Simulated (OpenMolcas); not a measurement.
# Mo⁴⁺ among point charges: CASSCF and CASPT2 levels and susceptibility

How does a field of 4 point charges split the states of Mo⁴⁺, and what χT follows?

Method: state-averaged CASSCF and CASPT2, spin-orbit coupling by RASSI with atomic mean-field integrals. Code: OpenMolcas 26.06.

### Step 1. The atom as given

```
Species                           : Mo⁴⁺ (molybdenum, Z = 42, 38 electrons)
Basis                             : ANO-RCC-VDZP [6s5p3d1f], 43 functions
Scalar Hamiltonian                : DKH2, point nucleus
Inactive shells                   : 1s 2s 2p 3s 3p 3d 4s 4p
Active space                      : 2 electrons in 5 orbitals (4d)
Some configurations of this space : 4d2
Orbitals                          : optimised for each spin and parity, averaged over all roots
```

Outer shells as boxes (Hund's rule):

4d2
```
4d [↑ ][↑ ][  ][  ][  ]
```

The ion sits among 4 point charges of -1.62 e arranged as a tetrahedron (Td), 2.21 Å from the ion.

Each step is its own input file, run in one work folder so that later steps find the files of earlier ones. Labels, J, g values, rates, χT and fits are worked out afterwards by a script from the matrices that RASSI stores.

### Step 2. One- and two-electron integrals

The input, a.inp:

```
&GATEWAY
Coord
1

Mo 0.0 0.0 0.0
Basis=ANO-RCC-VDZP
Group=NoSym
NoMove
AngMom=0.0 0.0 0.0
AMFI
XField
4 Angstrom 0
1.275944 1.275944 1.275944 -1.620000
1.275944 -1.275944 -1.275944 -1.620000
-1.275944 1.275944 -1.275944 -1.620000
-1.275944 -1.275944 1.275944 -1.620000
&SEWARD
```

Command:

```console
> OMP_NUM_THREADS=1 MOLCAS_MEM=1689 MOLCAS_PROJECT=a pymolcas a.inp > a.log
```

### Step 3. CASSCF: triplets, 10 roots

The input, a.inp:

```
&RASSCF
FileOrb=start.orb
Symmetry=1
Spin=3
nActEl=2 0 0
Inactive=18
Ras2=5
CIRoot=10 10 1
SDav=10
CIMx=300
Iter=120 100
PrWF=0.3
OrbListing=Nothing
MaxOrb=0
>>> COPY $Project.JobIph JOB001
```

start.orb holds the contracted functions of the basis, ordered by shell, or the orbitals of the step before.

### Step 4. Reference wave functions, singlets, 15 roots

The input, a.inp:

```
&RASSCF
FileOrb=start.orb
Symmetry=1
Spin=1
nActEl=2 0 0
Inactive=18
Ras2=5
CIRoot=15 15 1
SDav=15
CIMx=300
Iter=120 100
PrWF=0.3
OrbListing=Nothing
MaxOrb=0
>>> COPY $Project.JobIph JOB002
```

### Step 5. State interaction with spin-orbit coupling

The input, a.inp:

```
&RASSI
NrOfJobIphs=2 10 15
1 2 3 4 5 6 7 8 9 10
1 2 3 4 5 6 7 8 9 10 11 12 13 14 15
IphNames
JOB001
JOB002
EJob
SpinOrbit
DIPRint=1.0
SOCoupling=1000.0
Subsets=2
Property=9
'ANGMOM' 1 'ANGMOM' 2 'ANGMOM' 3 'MLTPL  1' 1 'MLTPL  1' 2 'MLTPL  1' 3
'AMFI' 1 'AMFI' 2 'AMFI' 3
SOProperty=3
'ANGMOM' 1 'ANGMOM' 2 'ANGMOM' 3
```

### Step 6. CASPT2: IPEA 0.25, imaginary shift 0.1 (closed shells correlated: 4s 4p)

The input, a.inp:

```
>>> COPY JOB001 $Project.JobIph
&CASPT2
Multistate=10 1 2 3 4 5 6 7 8 9 10
NoMult
Frozen=14
IPEA=0.25
Imaginary=0.1
MaxIter=60
WThr=0.0 0.3 0.05
PrWF=0.5
NoMix
>>> COPY JOB002 $Project.JobIph
&CASPT2
Multistate=15 1 2 3 4 5 6 7 8 9 10 11 12 13 14 15
NoMult
Frozen=14
IPEA=0.25
Imaginary=0.1
MaxIter=60
WThr=0.0 0.3 0.05
PrWF=0.5
NoMix
```

(Steps that only read results are left out.)

**Question.** What will these runs give? Wanted: spin-free ground state; first state of the same spin within the active space; lowest level; next level.

As calculated:

| quantity | value |
| --- | --- |
| method | SS-CASPT2, IPEA 0.25, imaginary shift 0.1 (closed shells correlated: 4s 4p) |
| spin-free ground state | 3A2, 1-fold in its orbital part |
| first state of the same spin within the active space | 3T2 at 1690 cm⁻¹ |
| lowest level | 3-fold T2 |
| next level | 1514.7 cm⁻¹ |
| χT at 300 K | 0.21 cm³ K/mol |
| effective moment at 300 K | 1.30 μB |

Cost by method:

| method | time of its own steps | time with the reference |
| --- | --- | --- |
| A. CASSCF | 8.5 s | 8.5 s |
| B. SS-CASPT2, IPEA 0.25, imaginary shift 0.1, +4s 4p | 3.3 s | 12 s |

Times are of one thread on a shared host.

**Reading.** The spin-free ground state (3A2) comes to 100 % from free-ion F terms and keeps the highest spin of the shell. χT at 300 K is 0.21, against 1.00 cm³ K/mol for the spin alone, so spin-orbit coupling lowers it. CASPT2 does not keep the components of a term degenerate, and the means are used. The field of point charges can differ much from that of real complexes. This is an electrostatic model: the charges have no orbitals.
